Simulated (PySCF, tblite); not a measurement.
# BH5HfO6, a small molecule taken as a stand-in for a surface group (boron hydroxide): NMR shifts, core binding energies and electronic excitations

What NMR shifts, core binding energies and electronic excitations should one expect for `OB(O)[O][Hf]([OH])([OH])[OH]`?

Computed with tblite 0.8.0 and PySCF 2.14.0; each step states its level. No surroundings beyond the atoms listed, unless a continuum is named. Atoms count from 0, parts from 1.

## 1. The system as given

13 atoms, charge 0, multiplicity 1; geometry: distance geometry start.

## 2. Geometry optimisation with GFN2-xTB

The job: settings as JSON, then the geometry in Å.

```
{"job": {"kind": "relax", "xc": "GFN2-xTB", "basis": "xTB"}, "charge": 0, "multiplicity": 1}
O     -0.383957    -2.462377    -0.029756
B     -0.745764    -1.241357    -0.831821
O      0.176625    -0.893181    -1.943433
O     -1.315434    -0.093873    -0.062620
Hf    -0.356730     0.932239     1.460357
O      1.634361     0.332277     1.524438
O     -0.441827     2.960593     1.111721
O     -1.240760     0.467916     3.274948
H     -0.048864    -2.420575     0.882965
H      0.834227    -0.183120    -1.960204
H      2.044574    -0.316616     0.919918
H     -0.109091     3.414301     0.355932
H     -1.546231    -0.415412     3.555988
```

Level: GFN2-xTB geometry optimisation, gas phase.

Started as:

```bash
$ OMP_NUM_THREADS=1 python cluster_run.py task.json out
```

One launch serves the whole session: the jobs run in the order shown.

The program printed:

```text
step      E/eV     max force
  0    -811.74007    4.880
  1    -812.39785    3.540
  2    -813.03439    3.715
  3    -813.30727    2.108
  4    -813.55649    1.485
  5    -813.68980    1.293
  6    -813.77183    1.288
  7    -813.85578    0.940
  8    -813.89670    0.757
  9    -813.92631    0.789
 10    -813.98849    0.732
 11    -814.06759    1.020
 12    -814.15911    0.988
 13    -814.23469    0.682
 14    -814.24573    1.273
 15    -814.28478    0.595
 16    -814.30158    0.461
 17    -814.33847    0.440
 18    -814.34886    0.303
 19    -814.35872    0.305
 20    -814.36476    0.208
 21    -814.37025    0.227
 22    -814.37557    0.274
 23    -814.38038    0.184
 24    -814.38676    0.229
 25    -814.39697    0.306
 26    -814.40763    0.443
 27    -814.42235    0.461
 28    -814.42959    0.522
 29    -814.44319    0.324
 30    -814.45271    0.322
 31    -814.50098    0.794
 32    -814.53651    0.954
 33    -814.57120    1.082
 34    -814.59163    0.873
 35    -814.62928    0.537
 36    -814.64050    0.543
 37    -814.66289    0.634
 38    -814.67969    0.362
 39    -814.69388    0.345
 40    -814.70235    0.586
 41    -814.71129    0.426
 42    -814.72764    0.270
 43    -814.74750    0.405
 44    -814.76520    0.467
 45    -814.77768    0.337
 46    -814.78409    0.300
 47    -814.79442    0.302
 48    -814.80839    0.430
 49    -814.82281    0.556
 50    -814.84449    0.536
 51    -814.86638    0.466
 52    -814.88388    0.473
 53    -814.89746    0.434
 54    -814.91722    0.582
 55    -814.93511    0.493
 56    -814.95779    0.817
 57    -814.99634    0.963
 58    -815.03246    0.849
 59    -815.05884    0.653
 60    -815.08195    0.589
 61    -815.09909    0.475
 62    -815.11237    0.276
 63    -815.12062    0.280
 64    -815.13362    0.319
 65    -815.14930    0.391
 66    -815.15994    0.238
 67    -815.16684    0.241
 68    -815.17163    0.221
 69    -815.18335    0.285
 70    -815.19307    0.255
 71    -815.20110    0.446
 72    -815.20801    0.295
 73    -815.21625    0.241
 74    -815.22405    0.251
 75    -815.23226    0.216
 76    -815.23707    0.232
 77    -815.23952    0.134
 78    -815.24128    0.121
 79    -815.24296    0.108
 80    -815.24467    0.115
 81    -815.24689    0.186
 82    -815.24971    0.260
 83    -815.25293    0.254
 84    -815.25648    0.311
 85    -815.26041    0.216
 86    -815.26484    0.220
 87    -815.26888    0.163
 88    -815.27253    0.157
 89    -815.27470    0.122
 90    -815.27796    0.151
 91    -815.28176    0.188
 92    -815.28491    0.215
 93    -815.28854    0.164
 94    -815.29115    0.131
 95    -815.29535    0.156
 96    -815.29835    0.206
 97    -815.30129    0.165
 98    -815.30462    0.257
 99    -815.30748    0.156
100    -815.30949    0.144
101    -815.31116    0.131
102    -815.31287    0.145
103    -815.31525    0.109
104    -815.31653    0.087
105    -815.31722    0.152
106    -815.31794    0.085
107    -815.31874    0.075
108    -815.31985    0.090
109    -815.32078    0.083
110    -815.32184    0.053
111    -815.32247    0.053
112    -815.32271    0.041
113    -815.32289    0.098
114    -815.32309    0.061
115    -815.32350    0.039
116    -815.32377    0.075
117    -815.32411    0.074
118    -815.32442    0.046
119    -815.32467    0.050
120    -815.32489    0.045
121    -815.32513    0.045
122    -815.32535    0.037
123    -815.32554    0.052
124    -815.32575    0.054
125    -815.32594    0.054
126    -815.32607    0.050
127    -815.32618    0.034
128    -815.32631    0.035
129    -815.32649    0.050
130    -815.32667    0.040
131    -815.32697    0.053
132    -815.32738    0.060
133    -815.32797    0.085
134    -815.32869    0.133
135    -815.32959    0.111
136    -815.33022    0.255
137    -815.33156    0.159
138    -815.33267    0.064
139    -815.33274    0.362
140    -815.33455    0.051
141    -815.33543    0.078
142    -815.32839    0.816
143    -815.33680    0.044
144    -815.33760    0.057
145    -815.33152    0.757
146    -815.33882    0.040
147    -815.33958    0.069
148    -815.33133    0.835
149    -815.34058    0.065
150    -815.34130    0.089
151    -815.33387    0.854
152    -815.34253    0.091
153    -815.34341    0.116
154    -815.33705    0.871
155    -815.34513    0.123
156    -815.34628    0.147
157    -815.34118    0.890
158    -815.34873    0.143
159    -815.35019    0.177
160    -815.34566    0.791
161    -815.35339    0.240
162    -815.35495    0.192
163    -815.35629    0.529
164    -815.35930    0.177
165    -815.36120    0.160
166    -815.36399    0.563
167    -815.36814    0.066
168    -815.37102    0.080
169    -815.36882    0.688
170    -815.37506    0.083
171    -815.37721    0.085
172    -815.37605    0.625
173    -815.38152    0.070
174    -815.38351    0.075
175    -815.38205    0.597
176    -815.38744    0.067
177    -815.38881    0.067
178    -815.38882    0.437
179    -815.39114    0.080
180    -815.39181    0.066
181    -815.39289    0.217
182    -815.39428    0.102
183    -815.39510    0.098
184    -815.39697    0.076
185    -815.39769    0.071
186    -815.39873    0.065
187    -815.39975    0.076
188    -815.40069    0.091
189    -815.40161    0.072
190    -815.40252    0.101
191    -815.40377    0.090
192    -815.40486    0.102
193    -815.40603    0.098
194    -815.40705    0.098
195    -815.40851    0.109
196    -815.41102    0.120
197    -815.41371    0.328
198    -815.41725    0.216
199    -815.42034    0.234
200    -815.42242    0.310
201    -815.42242    0.310
202    -815.43577    0.751
203    -815.44355    0.915
204    -815.44456    0.494
205    -815.46016    0.225
206    -815.46066    0.862
207    -815.46877    0.284
208    -815.47279    0.162
209    -815.48020    0.196
210    -815.48361    0.461
211    -815.48756    0.361
212    -815.48686    0.412
213    -815.48890    0.408
214    -815.48590    0.305
215    -815.49147    0.165
216    -815.48972    0.300
217    -815.49185    0.274
218    -815.49150    0.256
219    -815.49360    0.083
220    -815.49305    0.152
221    -815.49422    0.085
222    -815.49427    0.072
223    -815.49460    0.073
224    -815.49480    0.045
225    -815.49503    0.144
226    -815.49533    0.060
227    -815.49559    0.032
228    -815.49582    0.022
229    -815.49595    0.035
230    -815.49599    0.037
231    -815.49604    0.012
232    -815.49606    0.014
233    -815.49608    0.020
234    -815.49609    0.013
235    -815.49611    0.010
236    -815.49614    0.014
237    -815.49617    0.013
238    -815.49618    0.010
239    -815.49619    0.005
```

Wall time 6.2 s (1 thread of Arm Neoverse N1, shared host).

Relaxation path:

```tsv
step	energy from step 0 (eV)	largest force (eV/Å)
0	0.0000	4.8796
10	-2.2484	0.7324
20	-2.6247	0.2083
30	-2.7126	0.3227
40	-2.9623	0.5865
50	-3.1044	0.5362
60	-3.3419	0.5894
70	-3.4530	0.2545
80	-3.5046	0.1151
90	-3.5379	0.1511
100	-3.5694	0.1441
110	-3.5818	0.0534
120	-3.5848	0.0450
130	-3.5866	0.0408
140	-3.5945	0.0505
150	-3.6012	0.0891
160	-3.6056	0.7910
170	-3.6350	0.0829
180	-3.6517	0.0659
190	-3.6625	0.1012
200	-3.6824	0.3097
210	-3.7435	0.4609
220	-3.7530	0.1520
230	-3.7559	0.0366
239	-3.7561	0.0050
```

Close pairs (by a distance rule), those that changed most:

```tsv
bond	before (Å)	after (Å)	change (Å)
O0–Hf4	3.707	2.350	-1.358
B1–Hf4	3.183	2.531	-0.652
Hf4–H12	2.761	2.381	-0.380
Hf4–H10	2.760	2.405	-0.355
Hf4–H11	2.728	2.381	-0.347
Hf4–O5	2.081	1.878	-0.203
Hf4–O7	2.071	1.876	-0.195
B1–O3	1.494	1.316	-0.178
```

Bonds that formed: O0–Hf4.

## 3. Geometry optimisation at PBE0-D3(BJ)/def2-SVP

The job: settings as JSON, then the geometry in Å.

```
{"job": {"xc": "PBE0", "basis": "def2-SVP", "d3": "d3bj", "grid": 2, "kind": "geom", "shake": 0.01}, "charge": 0, "multiplicity": 1}
O      0.172699    -1.497599    -0.363449
B     -0.267470    -0.641135    -1.449578
O     -0.623019    -1.267461    -2.612669
O     -0.210335     0.653778    -1.182022
Hf     0.070377     0.594860     0.724004
O      1.891302     0.312466     1.078023
O     -0.070495     2.325549     1.472150
O     -1.335472    -0.153048     1.685470
H      0.019244    -2.406737    -0.529449
H     -0.882856    -0.682603    -3.298100
H      2.215228    -0.471334     0.622008
H      0.808202     2.698189     1.605716
H     -1.777198     0.517704     2.255299
```

The program printed:

```text
step   0  E = -526.72779406  max force = 0.063658
step   1  E = -526.75566840  max force = 0.022511
step   2  E = -526.75957708  max force = 0.010230
step   3  E = -526.76313098  max force = 0.011385
step   4  E = -526.76732992  max force = 0.011394
step   5  E = -526.76889801  max force = 0.008771
step   6  E = -526.77012664  max force = 0.008961
step   7  E = -526.77098826  max force = 0.008770
step   8  E = -526.77168444  max force = 0.006489
step   9  E = -526.77207372  max force = 0.005564
step  10  E = -526.77243606  max force = 0.003997
step  11  E = -526.77264576  max force = 0.003358
step  12  E = -526.77275051  max force = 0.003411
step  13  E = -526.77284033  max force = 0.002792
step  14  E = -526.77289731  max force = 0.001793
step  15  E = -526.77293626  max force = 0.000903
step  16  E = -526.77296442  max force = 0.000980
step  17  E = -526.77301844  max force = 0.002641
step  18  E = -526.77306137  max force = 0.003010
step  19  E = -526.77310618  max force = 0.001861
step  20  E = -526.77315174  max force = 0.001365
step  21  E = -526.77318280  max force = 0.001243
step  22  E = -526.77320184  max force = 0.004191
step  23  E = -526.77322486  max force = 0.001504
step  24  E = -526.77325959  max force = 0.000825
step  25  E = -526.77328242  max force = 0.005177
step  26  E = -526.77331693  max force = 0.001722
step  27  E = -526.77335790  max force = 0.000867
step  28  E = -526.77341811  max force = 0.002855
step  29  E = -526.77344395  max force = 0.001140
step  30  E = -526.77348089  max force = 0.001098
step  31  E = -526.77354535  max force = 0.002658
step  32  E = -526.77356369  max force = 0.001351
step  33  E = -526.77358252  max force = 0.000911
step  34  E = -526.77360459  max force = 0.001256
step  35  E = -526.77361764  max force = 0.001220
step  36  E = -526.77363304  max force = 0.001324
step  37  E = -526.77363751  max force = 0.001489
step  38  E = -526.77364425  max force = 0.000832
step  39  E = -526.77364988  max force = 0.000655
step  40  E = -526.77366347  max force = 0.000924
step  41  E = -526.77368926  max force = 0.000913
step  42  E = -526.77372229  max force = 0.000714
step  43  E = -526.77375689  max force = 0.000631
step  44  E = -526.77376672  max force = 0.000423
optimisation converged
```

Wall time 23 min (1 thread of Arm Neoverse N1, shared host); peak memory 0.79 GiB.

Step by step: (not every step is listed)

```tsv
step	energy from step 0 (eV)	largest force component (eV/Å)
0	0.0000	3.2734
1	-0.7585	1.1576
2	-0.8649	0.5260
3	-0.9616	0.5854
4	-1.0758	0.5859
5	-1.1185	0.4510
6	-1.1519	0.4608
7	-1.1754	0.4510
8	-1.1943	0.3337
11	-1.2205	0.1727
14	-1.2273	0.0922
17	-1.2306	0.1358
20	-1.2342	0.0702
23	-1.2362	0.0773
26	-1.2387	0.0885
29	-1.2422	0.0586
32	-1.2455	0.0695
35	-1.2469	0.0627
38	-1.2476	0.0428
39	-1.2478	0.0337
40	-1.2482	0.0475
41	-1.2489	0.0469
42	-1.2498	0.0367
43	-1.2507	0.0324
44	-1.2510	0.0218
```

Close pairs (by a distance rule), those that changed most:

```tsv
bond	before (Å)	after (Å)	change (Å)
Hf4–H10	2.397	2.871	+0.473
Hf4–H11	2.397	2.863	+0.466
Hf4–H12	2.401	2.776	+0.375
B1–Hf4	2.523	2.703	+0.179
O3–Hf4	1.927	2.065	+0.137
Hf4–O7	1.860	1.951	+0.091
O0–Hf4	2.360	2.439	+0.079
Hf4–O5	1.876	1.933	+0.056
```

The end geometry stands in the next job.

```tsv
at the end point	value
point group (found at 0.08 Å tolerance)	C1
rotational constants (GHz, main isotopes)	2.355, 0.889, 0.857
dipole moment (D)	1.04
```

## 4. Shielding tensors: PBE0/def2-SVP+pcSseg-1

The job: settings as JSON, then the geometry in Å.

```
{"job": {"kind": "nmr", "xc": "PBE0", "basis": {"default": "pcSseg-1", "Hf": "def2-SVP"}}, "charge": 0, "multiplicity": 1}
O     -0.088646    -1.493808    -0.660445
B     -0.445436    -0.570670    -1.656856
O     -0.938804    -1.025306    -2.838582
O     -0.248875     0.692140    -1.258661
Hf     0.267422     0.478958     0.729280
O      2.057880    -0.152778     1.090526
O      0.285872     2.327145     1.255466
O     -1.112305    -0.289755     1.875369
H     -0.351852    -2.412557    -0.754293
H     -1.158884    -0.288372    -3.417849
H      2.907588    -0.382806     1.455277
H      0.476698     3.219011     1.533591
H     -1.640143    -0.118503     2.654825
```

With the program's defaults for keys left out, this is: GIAO PBE0/pcSseg-1 Hf:def2-SVP NMR shielding, scalar relativity only through core potentials, gas phase.

The program printed:

```text
coarse grid: 57464 points
cycle   1  E = -526.5779278994  dE = -1.168e+01  |g| = 1.640e+00  |ddm| = 7.963e+00
cycle   2  E = -526.1716797146  dE =  4.062e-01  |g| = 2.244e+00  |ddm| = 2.412e+00
cycle   3  E = -527.0654042480  dE = -8.937e-01  |g| = 2.931e-01  |ddm| = 1.453e+00
cycle   4  E = -527.0823520947  dE = -1.695e-02  |g| = 7.468e-02  |ddm| = 2.512e-01
cycle   5  E = -527.0832350737  dE = -8.830e-04  |g| = 3.037e-02  |ddm| = 4.881e-02
cycle   6  E = -527.0833998106  dE = -1.647e-04  |g| = 5.610e-03  |ddm| = 2.024e-02
cycle   7  E = -527.0834042923  dE = -4.482e-06  |g| = 2.901e-03  |ddm| = 4.520e-03
final grid: 120696 points
cycle   8  E = -527.0833776128  dE =  2.890e-06  |g| = 5.066e-03  |ddm| = 4.278e-03
cycle   9  E = -527.0833675273  dE =  1.009e-05  |g| = 9.086e-03  |ddm| = 7.387e-03
cycle  10  E = -527.0833820919  dE = -1.456e-05  |g| = 4.049e-04  |ddm| = 4.808e-03
cycle  11  E = -527.0833821207  dE = -2.882e-08  |g| = 4.443e-05  |ddm| = 2.229e-04
cycle  12  E = -527.0833821211  dE = -3.843e-10  |g| = 1.053e-05  |ddm| = 3.795e-05
converged SCF energy = -527.0833821211

GIAO shielding tensors (ppm)
atom      isotropic    diamagn.    paramagn.     s11        s22        s33       span
  0 O      261.093     395.483    -134.389    210.765    277.688    294.826     84.061
  1 B       81.689     198.153    -116.464     59.189     87.650     98.226     39.037
  2 O      248.397     385.403    -137.006    179.468    271.966    293.759    114.291
  3 O      101.443     398.243    -296.800     23.577    114.304    166.449    142.872
  4 Hf         nan         nan         nan        nan        nan        nan        nan
  5 O      179.727     391.194    -211.467     91.471    114.438    333.271    241.800
  6 O      167.076     391.318    -224.242     50.683    105.300    345.247    294.564
  7 O      159.220     391.184    -231.964     24.691    117.988    334.980    310.290
  8 H       27.817      30.870      -3.052     20.786     23.064     39.602     18.815
  9 H       28.062      29.616      -1.555     21.293     24.000     38.891     17.597
 10 H       29.070      31.009      -1.939     21.625     22.291     43.295     21.670
 11 H       28.950      31.073      -2.124     21.440     22.009     43.400     21.960
 12 H       27.956      30.683      -2.727     21.583     22.277     40.007     18.424
```

It took 52 s on 1 thread of Arm Neoverse N1, shared host; peak memory 0.9 GiB.

The references, computed at this level on geometries of the same kind, shield at (ppm): 1H TMS 31.27, 17O H2O 334.6, 11B BF3·OEt2 100.7. Their shielding less the atom's gives the shift. The references are single molecules in the gas phase, so shifts against H2O, NH3, PH3, H3PO4 or CFCl3 are not on the usual liquid scales and can be off by tens of ppm.

```tsv
atoms	environment	σ (ppm)	δ (ppm)
H8	hydrogen on an oxygen bonded to B, Hf	27.82	3.45
H12	hydrogen on an oxygen bonded to Hf	27.96	3.31
H9	hydrogen on an oxygen bonded to B	28.06	3.21
H11	hydrogen on an oxygen bonded to Hf	28.95	2.32
H10	hydrogen on an oxygen bonded to Hf	29.07	2.20
O3	oxygen bonded to B, Hf	101.4	233.1
O7	oxygen bonded to Hf, H	159.2	175.3
O6	oxygen bonded to Hf, H	167.1	167.5
O5	oxygen bonded to Hf, H	179.7	154.8
O2	oxygen bonded to B, H	248.4	86.2
O0	oxygen bonded to B, Hf, H	261.1	73.5
B1		81.7	19.0
```

Atoms past Kr carry core potentials, so their printed shieldings have no meaning and are left out of the table.

The run also stored atomic charges by several schemes (e):

```tsv
atoms	Mulliken	ESP fit
O0	-0.53	-0.67
B1	0.67	0.81
O2	-0.42	-0.72
O3	-0.66	-0.74
Hf4	1.48	1.89
O5	-0.59	-0.99
O6	-0.58	-0.99
O7	-0.60	-0.97
```

Mayer bond orders: O0–B1 0.92, B1–O2 1.22, B1–O3 1.22, O3–Hf4 0.72, Hf4–O5 1.03, Hf4–O6 1.06, Hf4–O7 1.03, O0–Hf4 0.17, B1–Hf4 0.05.

With diffuse functions Mulliken charges and Mayer bond orders lose their meaning; the other schemes are steadier.

[end of part 1 of 2]
